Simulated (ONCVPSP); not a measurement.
**Pseudopotential generation for Pr: ONCV, PBE**

Task: generate the file, and judge it by its errors in other configurations, its logarithmic derivatives, its ghosts and its cutoff.

Method: ONCVPSP 4.0.1.1 (patched build), PBE, scalar-relativistic.

### 1 Starting point

The settings as typed:

```json
{"element": "praseodymium (Pr, Z = 59)", "type": "optimised norm-conserving Vanderbilt (ONCV)", "frozen core": "[Kr] 4d10", "valence charge": "13", "reference configuration": "4f3 5s2 5p6 6s2", "partial waves": "5s+6s: rc 2.95 bohr, ncon 4, nbas 7, qcut 4.7 1/bohr, 2 projectors; 5p: rc 2.80 bohr, ncon 5, nbas 8, qcut 4.7 1/bohr, 2 projectors, debl 1.5 Ha; d scattering state at 0.07 Ha: rc 2.85 bohr, ncon 4, nbas 9, qcut 3.7 1/bohr, 1 projector; 4f: rc 1.05 bohr, ncon 4, nbas 9, qcut 17.9 1/bohr, 2 projectors, debl 1 Ha", "local potential": "polynomial inside 0.95 bohr (lpopt 3, dvloc0 2 Ha)", "core correction": "Teter function, fcfact 1.75, rcfact 1.8"}
```

An earlier all-electron run gives the scale for the radii.

All-electron outer shells of the reference configuration (PBE, scalar-relativistic, ld1.x):

```tsv
shell	level (eV)	outermost node (bohr)	outermost maximum (bohr)
5s	-39.03	0.74	1.35
5p	-21.47	0.79	1.53
6s	-3.46	1.81	3.85
5d	-2.02	0.91	2.28
4f	-1.25	–	0.69
6p	-1.24	2.18	5.13
```

### 2 Generating the potential

File Pr.dat:

```
# ATOM AND REFERENCE CONFIGURATION
# atsym  z   nc   nv     iexc    psfile
  Pr 59.00    9    4        4      upf
#
#   n    l    f
    1    0    2.00
    2    0    2.00
    2    1    6.00
    3    0    2.00
    3    1    6.00
    3    2   10.00
    4    0    2.00
    4    1    6.00
    4    2   10.00
    4    3    3.00
    5    0    2.00
    5    1    6.00
    6    0    2.00
#
# PSEUDOPOTENTIAL AND OPTIMIZATION
# lmax
    3
#
#   l,   rc,      ep,       ncon, nbas, qcut
    0    2.95    0.00    4    7    4.70
    1    2.80    0.00    5    8    4.70
    2    2.85    0.07    4    9    3.70
    3    1.05    0.00    4    9   17.90
#
# LOCAL POTENTIAL
# lloc, lpopt,  rc(5),   dvloc0
    4    3    0.95    2.00
#
# VANDERBILT-KLEINMAN-BYLANDER PROJECTORs
# l, nproj, debl
    0    2    2.00
    1    2    1.50
    2    1    2.80
    3    2    1.00
#
# MODEL CORE CHARGE
# icmod, fcfact, rcfact
    3    1.75    1.80
#
# LOG DERIVATIVE ANALYSIS
# epsh1, epsh2, depsh
   -3.00    5.00    0.02
#
# OUTPUT GRID
# rlmax, drl
    6.00    0.01
#
# TEST CONFIGURATIONS
# ncnf
    4
# nvcnf
#   n    l    f
    4
    4    3    3.00
    5    0    2.00
    5    1    6.00
    6    0    1.00
#
    4
    4    3    3.00
    5    0    2.00
    5    1    6.00
    6    0    0.00
#
    4
    4    3    2.00
    5    0    2.00
    5    1    6.00
    6    0    0.00
#
    4
    4    3    2.00
    5    0    2.00
    5    1    6.00
    6    0    2.00
#
```

On the command line:

```bash
$ oncvpsp.x < Pr.dat > Pr.out
```

**Question.** What will these runs give? Wanted: cutoffs for 1 and 0.1 mHa per electron, occupied waves; bound ghosts; GHOST(+) flags; largest phase difference near zero energy, channels read; rms error of d²Exc/dn², without and with the model core; projector energies reset by the program.

As calculated:

```
                                                quantity               value
  cutoffs for 1 and 0.1 mHa per electron, occupied waves   119 Ha and 574 Ha
                                            bound ghosts     s at -100.39 eV
                                          GHOST(+) flags          p at 45 eV
largest phase difference near zero energy, channels read           0.004 rad
 rms error of d²Exc/dn², without and with the model core  10.72 and 6.44 mHa
                 projector energies reset by the program         d: 0.050 Ha
```

What this shows: A bound ghost (s) makes it unfit for use: electrons can fall into a state that the atom doesn't have. It counts as very hard, with 119 Ha needed at the looser tolerance. The tighter tolerance needs 574 Ha, and converged work needs a cutoff nearer that. At the looser tolerance the 4f wave is the slowest; 5p needs 5 Ha. Near zero energy the phases of the channels with partial waves agree within 0.004 rad. The program also flags highly localised states, GHOST(+) (p).
